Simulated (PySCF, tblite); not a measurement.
# C₈H₁₆N₂: geometry, infrared bands and NMR shifts

Wanted: the infrared bands and NMR shifts of C₈H₁₆N₂ (`C=CCN1[C@H](C)CCN1C`), by calculation.

Programs: tblite 0.8.0 and PySCF 2.14.0, with density-fitted response routines of our own. Each step states its level of theory. These are calculated values for one molecule in the gas phase, unless marked as measured. Atoms count from 0, in the outputs and in this text.

**1. The starting structure**

26 atoms, charge 0, multiplicity 1; geometry from: force field or distance geometry start.

Bonds of the start (Å): C0–C1 1.36, C1–C2 1.49, C2–N3 1.48, N3–C4 1.47, C4–C5 1.51, C4–C6 1.52, C6–C7 1.50, C7–N8 1.47, N8–C9 1.47, N8–N3 1.48, C0–H10 1.08, C0–H11 1.08, C1–H12 1.08, C2–H13 1.10, C2–H14 1.10, C4–H15 1.10, C5–H16 1.10, C5–H17 1.10, C5–H18 1.10, C6–H19 1.10, C6–H20 1.10, C7–H21 1.10, C7–H22 1.09, C9–H23 1.09, C9–H24 1.09, C9–H25 1.10.

**2. Geometry optimisation with GFN2-xTB**

What the job is given:

```
{"job": {"kind": "relax", "xc": "GFN2-xTB", "basis": "xTB"}, "charge": 0, "multiplicity": 1}
C      3.478300    -0.930200     0.896900
C      2.408800    -0.912000     0.063000
C      1.538300     0.271100    -0.177400
N      0.123000     0.042000     0.198900
C     -0.649100     1.290300     0.188200
C     -0.693000     1.954600     1.548200
C     -2.025700     0.866700    -0.289000
C     -1.689100    -0.204000    -1.291200
N     -0.509700    -0.899700    -0.751300
C     -0.923300    -2.092600     0.006800
H      4.060000    -1.829100     1.022400
H      3.753000    -0.053200     1.469800
H      2.161200    -1.818800    -0.468600
H      1.924100     1.125300     0.388900
H      1.598500     0.559600    -1.239200
H     -0.239500     1.996900    -0.544600
H      0.314300     2.265900     1.873600
H     -1.092700     1.274800     2.314000
H     -1.321700     2.851700     1.532000
H     -2.615400     0.448000     0.543600
H     -2.591100     1.696500    -0.727700
H     -1.415400     0.258000    -2.247800
H     -2.537800    -0.863300    -1.486800
H     -0.053100    -2.605600     0.427700
H     -1.402000    -2.807700    -0.662700
H     -1.621600    -1.863000     0.826600
```

Started as:

```
OMP_NUM_THREADS=1 python probes_run.py task.json out
```

The driver reads the jobs from task.json and runs them one after another.

**Question.** This job is followed by: GFN2-xTB harmonic vibrations, gas phase; GIAO PBE0/pcSseg-1 NMR shielding, non-relativistic, gas phase. What will the session give for the following? strongest single infrared mode (GFN2-xTB); zero-point energy (GFN2-xTB); 13C shifts against TMS (PBE0/pcSseg-1); 1H shifts against TMS (PBE0/pcSseg-1, means over atoms taken as alike); 15N shifts against NH3 (PBE0/pcSseg-1).

As calculated:

| quantity | value |
| --- | --- |
| strongest single infrared mode (GFN2-xTB) | 2780 cm⁻¹, 84 km/mol |
| zero-point energy (GFN2-xTB) | 143.6 kcal/mol |
| 13C shifts against TMS (PBE0/pcSseg-1) | 149.3, 119.8, 65.4, 63.5, 53.4, 49.7, 38.1, 27.2 ppm |
| 1H shifts against TMS (PBE0/pcSseg-1, means over atoms taken as alike) | 6.78, 5.39, 5.31, 3.46, 3.20, 2.88, 2.70, 2.65, 2.54, 2.04, 2.02, 1.32 ppm |
| 15N shifts against NH3 (PBE0/pcSseg-1) | 142.2, 113.7 ppm |

In words: The optimisation took 148 steps and gained 0.211 eV; among the close pairs (by a distance rule), N3–N8 changed most, from 1.480 to 1.429 Å. All 72 modes are real, so the xTB geometry is a minimum. The strongest single mode, at 2780 cm⁻¹, moves mainly H14. Unscaled tight-binding wavenumbers are off by several per cent, some by more. Its intensities can rank the bands wrongly. The most deshielded carbon is C1 (alkene CH), at 149.3 ppm: as expected for a trigonal carbon in a double bond. The most deshielded hydrogen is H12 (hydrogen on an alkene CH), at 6.78 ppm: olefinic region. At PBE0/pcSseg-1: The widest tensor belongs to C1: span 243 ppm, with a paramagnetic part of -217 ppm.
